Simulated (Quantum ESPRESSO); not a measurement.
GaF: phonons with LDA

Crystal: GaF.

```
Ga F
1.0
     3.16592    0.00000    0.00000
     0.00000    3.16592    0.00000
     0.00000    0.00000    3.16592
Ga F
1 1
Direct
  0.00000 0.00000 0.00000
  0.50000 0.50000 0.50000
```

The cell was built by a generator and needn't be a form met in nature.

```json
{
 "Program": "Quantum ESPRESSO 7.5",
 "Task": "phonons",
 "Functional": "LDA",
 "Potentials or basis": "PseudoDojo 0.4.1 SR LDA standard",
 "Cutoff": "1143 eV",
 "Density cutoff": "4572 eV",
 "k mesh": "6 × 6 × 6, shifted",
 "Occupations": "fermi-dirac, width 0.05 eV",
 "Spin": "no spin polarisation",
 "Form of the LDA correlation": "PW92",
 "Mixing beta": "0.5",
 "Most SCF iterations": "120",
 "SCF threshold": "4e-10 Ry"
}
```

The relaxed volume is 13.85 Å³/atom and the relaxed cell is a = 3.025 Å, b = 3.025 Å, c = 3.025 Å, α = 90.00°, β = 90.00°, γ = 90.00°. The space group after relaxing (to 0.05 Å) is Pm-3m (No. 221) and the pressure after relaxing is 0.0 GPa. The highest phonon frequency at the q point run is 256 cm⁻¹ and the most unstable mode is 78i cm⁻¹.

Step by step:
```csv
step,energy change (eV),largest force (eV/Å),pressure (GPa),volume (Å³)
1,0.0000,0.0000,-6.58,31.73
2,-0.0394,0.0000,-5.36,30.68
3,-0.0801,0.0000,-3.01,29.14
4,-0.0937,0.0000,0.78,27.38
5,-0.0944,0.0000,-0.07,27.72
6,-0.0944,0.0000,0.00,27.69
```

Final structure:
```cif
data_structure
_symmetry_space_group_name_H-M 'P 1'
_symmetry_Int_Tables_number 1
_cell_length_a 3.0255
_cell_length_b 3.0255
_cell_length_c 3.0255
_cell_angle_alpha 90.000
_cell_angle_beta 90.000
_cell_angle_gamma 90.000
_cell_volume 27.69
loop_
_atom_site_label
_atom_site_type_symbol
_atom_site_fract_x
_atom_site_fract_y
_atom_site_fract_z
_atom_site_occupancy
Ga1 Ga 0.00000 0.00000 0.00000 1
F1 F 0.50000 0.50000 0.50000 1
```

Levels at points of the mesh, in eV from the valence-band top:
| k point | band 6 | band 7 | band 8 | band 9 | band 10 | band 11 | band 12 | band 13 | band 14 | band 15 |
| --- | --- | --- | --- | --- | --- | --- | --- | --- | --- | --- |
| (0.08, 0.08, 0.08) | -13.63 | -6.17 | -3.65 | -3.65 | -2.90 | 8.03 | 8.03 | 8.84 | 12.63 | 12.63 |

Phonon frequencies in cm⁻¹ (negative: imaginary):
```
              q point            frequencies
(0.000, 0.500, 0.000)  -78 -78 94 94 166 256
```

Phonon modes at q = (0.000, 0.500, 0.000) in reciprocal lattice units:
```tsv
mode	symmetry	cm⁻¹
1	E_u	-78
2	E_u	-78
3	E_g	94
4	E_g	94
5	A_2u	166
6	A_1g	256
```

Run time: 4.8 min on 1 thread of AMD EPYC (Zen 3), on a shared host, peak memory 0.09 GiB.

Caveat: some modes are imaginary.
